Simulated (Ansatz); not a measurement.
The same calculation of CH4BClO, SMILES COBCl as a Python script and as an input file (the Ansatz DFT code, driven from Python).

`ch4bclo_energy.py`:
```python
'''Single point of CH4BClO in a Gaussian basis.'''

from pathlib import Path
import json

import ansatz

geometry_ang = [
    ('C', [0.2631, 0.981, -0.0823]),
    ('O', [0.8865, -0.2062, 0.0223]),
    ('B', [-0.1381, -1.2613, 0.2391]),
    ('Cl', [-0.7339, -2.1867, -1.1768]),
    ('H', [-0.473, 1.0274, -0.9876]),
    ('H', [-0.3325, 1.3018, 0.8407]),
    ('H', [0.9939, 1.8255, -0.2601]),
    ('H', [-0.3738, -1.5387, 1.349]),
]
system = ansatz.Crystal.molecule()
for symbol, xyz in geometry_ang:
    system = system.atom(symbol, xyz)

job = system.calculation().basis(gaussian='def2-TZVP').correlation('ccsd_t').orbitals()
outcome = job.run(threads=1, runs_dir='ch4bclo_runs')
summary = outcome.report

for key in ('converged', 'free_energy_ev', 'reference_energy_ev', 'n_frozen', 'n_occupied', 'n_virtual'):
    print(f'{key:22s} {summary[key]}')

parts = summary['correlation']
for name in ('random_phase', 'coupled_cluster', 'perturbative'):
    if name in parts:
        print(f'{name:16s} {parts[name]["energy"]["hartree"]:12.7f} Ha')
if 'second_order' in parts:
    pair = parts['second_order']
    print(f'MP2 same spin {pair["same_spin"]["hartree"]:.7f} Ha, opposite spin {pair["opposite_spin"]["hartree"]:.7f} Ha')

field = summary['mean_field']
print('<S^2> =', round(abs(field['state']['spin_squared']), 4), ' all-electron relativity setting:', field['relativity'])
print('passes:', field['passes'])
if 'symmetry' in field:
    print('occupied orbitals by irrep:', field['symmetry']['occupied'])

lines = Path(summary['orbitals_path']).read_text().splitlines()
field_of = lambda key: [line.split('=')[1].strip() for line in lines if line.startswith(key)]
orbitals = [(27.211386 * float(e), s, float(n)) for e, s, n in zip(field_of('Ene='), field_of('Spin='), field_of('Occup='))]
homo = max(e for e, _, n in orbitals if n > 0.5)
lumo = min(e for e, _, n in orbitals if n < 0.5)
print(f'HOMO {homo:.3f} eV, LUMO {lumo:.3f} eV, gap {lumo - homo:.3f} eV')
with open('ch4bclo.json', 'w') as handle:
    json.dump({k: summary[k] for k in ('free_energy_ev', 'reference_energy_ev', 'n_occupied', 'n_virtual')}, handle, indent=1)
```

Running `python ch4bclo_energy.py` prints:
```text
converged              True
free_energy_ev         -16329.680011320268
reference_energy_ev    -16309.136242967767
n_frozen               8
n_occupied             [12, 12]
n_virtual              [134, 134]
coupled_cluster    -0.7262277 Ha
perturbative       -0.0287419 Ha
MP2 same spin -0.1648855 Ha, opposite spin -0.5210184 Ha
<S^2> = 0.0  all-electron relativity setting: none
passes: {'evaluations': 23, 'products': 43}
occupied orbitals by irrep: [{'A': 20}, {'A': 20}]
HOMO -11.934 eV, LUMO 2.058 eV, gap 13.992 eV
```

`input.yaml`:
```yaml
crystal:
  periodic: [false, false, false]
  atoms:
    - { symbol: C, position_ang: [0.2631, 0.981, -0.0823] }
    - { symbol: O, position_ang: [0.8865, -0.2062, 0.0223] }
    - { symbol: B, position_ang: [-0.1381, -1.2613, 0.2391] }
    - { symbol: Cl, position_ang: [-0.7339, -2.1867, -1.1768] }
    - { symbol: H, position_ang: [-0.473, 1.0274, -0.9876] }
    - { symbol: H, position_ang: [-0.3325, 1.3018, 0.8407] }
    - { symbol: H, position_ang: [0.9939, 1.8255, -0.2601] }
    - { symbol: H, position_ang: [-0.3738, -1.5387, 1.349] }
basis:
  gaussian:
    orbitals: def2-TZVP
correlation:
  method: ccsd_t
output:
  orbitals: {}
```

Total energies depend on the basis set; only differences at equal settings carry meaning. The geometry is a force-field or estimated start, not a minimum of this method, and the basis set is short of its limit. Levels such as HOMO and LUMO are orbital energies: in Hartree-Fock the gap is too wide and the LUMO hangs on the basis. S² is that of the Hartree-Fock reference. Timing: 56 s on 1 thread of Arm Neoverse V1 (shared host), peak memory 1.2 GiB.
